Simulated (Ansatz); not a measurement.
# W (Tungsten): properties at the relaxed cell

One table from this session's results is given with a row withheld; the runs are named, their logs left out.

Program: Ansatz 0.2.0. Level of theory: DFT PBE, scalar-relativistic, plane waves, PAW. These are calculated values, not measurements.

1 further run of the same task is left out (set aside as unsound or not needed).

**The system as given**

It takes space group Im-3m (No. 229, cubic). The conventional cell has a = 3.184 Å, b = 3.184 Å, c = 3.184 Å, α = 90.00°, β = 90.00°, γ = 90.00°. W (site symmetry m-3m) has 8 W at 2.76 Å as nearest neighbours.

As a file:

```cif
data_structure
_symmetry_space_group_name_H-M 'Im-3m'
_symmetry_Int_Tables_number 229
_cell_length_a 3.1836
_cell_length_b 3.1836
_cell_length_c 3.1836
_cell_angle_alpha 90.000
_cell_angle_beta 90.000
_cell_angle_gamma 90.000
_cell_volume 32.27
loop_
_atom_site_label
_atom_site_type_symbol
_atom_site_symmetry_multiplicity
_atom_site_Wyckoff_symbol
_atom_site_fract_x
_atom_site_fract_y
_atom_site_fract_z
_atom_site_occupancy
W1 W 2 a 0.00000 0.00000 0.00000 1
```

This cell was relaxed beforehand with the same method: volume 16.13 Å³/atom, gap on the mesh none (metal).

Set-up of the first run:

Contents of input.yaml:

```yaml
crystal:
  lattice:
    - [-1.5917776929, 1.5917776929, 1.5917776929]
    - [1.5917776929, -1.5917776929, 1.5917776929]
    - [1.5917776929, 1.5917776929, -1.5917776929]
  atoms:
    - { symbol: W, position: [0.0, 0.0, 0.0] }
basis:
  ecutwfc: 420
kpoints:
  mp_grid: { grid: [18, 18, 18] }
  band_path:
    path:
      - [[0.0, 0.0, 0.0], [0.5, -0.5, 0.5], [0.0, 0.0, 0.5], [0.0, 0.0, 0.0], [0.25, 0.25, 0.25], [0.5, -0.5, 0.5]]
      - [[0.25, 0.25, 0.25], [0.0, 0.0, 0.5]]
    npoints: 14
hamiltonian:
  xc: pbe
scf:
  occupations: { method: gaussian, width: 0.1 }
  n_extra_bands: 6
output:
  forces: true
  stress: true
  eigenvalues: true
  populations: true
  dos: { projected: true, de: 0.02, nscf_kmesh: { grid: [27, 27, 27] } }
  bader: true
  write_density: true
  write_potential: true
  elf: true
  volumetric_format: npy
```

Launch:

```sh
$ ansatz run input.yaml --threads 1 --pin off --max-ram 2560MiB --backend cpu --events-out ev --progress --plain --runs-dir out
```

Steps of the session up to this table: Bands, states and charges; The cell as listed, for comparison; The cell scaled to 0.97 of its volume; Volume × 1.03; The cell scaled to 0.94 of its volume; Point at V/V0 = 1.06; Volume × 0.91; The cell scaled to 1.10 of its volume; Volume × 0.88.

One table of the session follows, with a row left open; its other results are not shown here.

It belongs to the step «Fit of the equation of state». 

```
volume (Å³/atom)  energy above the lowest point (meV/atom)  pressure (GPa)
          14.197                                     275.7           50.66
          14.681                                     146.8           35.04
          15.165                                         ?               ?
          15.649                                      14.5            9.93
          16.133                                       0.0            0.00
          16.617                                      13.2           -8.45
          17.101                                      50.0          -15.63
          17.746                                     129.6          -23.55
```

**Question.** Estimate the row for volume (Å³/atom) = 15.165.

Worked estimate for «energy above the lowest point (meV/atom)». A straight line through the neighbours (14.681, 146.8) and (15.649, 14.5) gives 146.8 + (14.5 − 146.8) × (15.165 − 14.681) / (15.649 − 14.681) = 80.7; a parabola fitted to 4 rows on both sides gives 61.6.

The run gave: energy above the lowest point (meV/atom): 61.7; pressure (GPa): 21.56. In «energy above the lowest point (meV/atom)» the line misses by +19.0 and the parabola by -0.1.
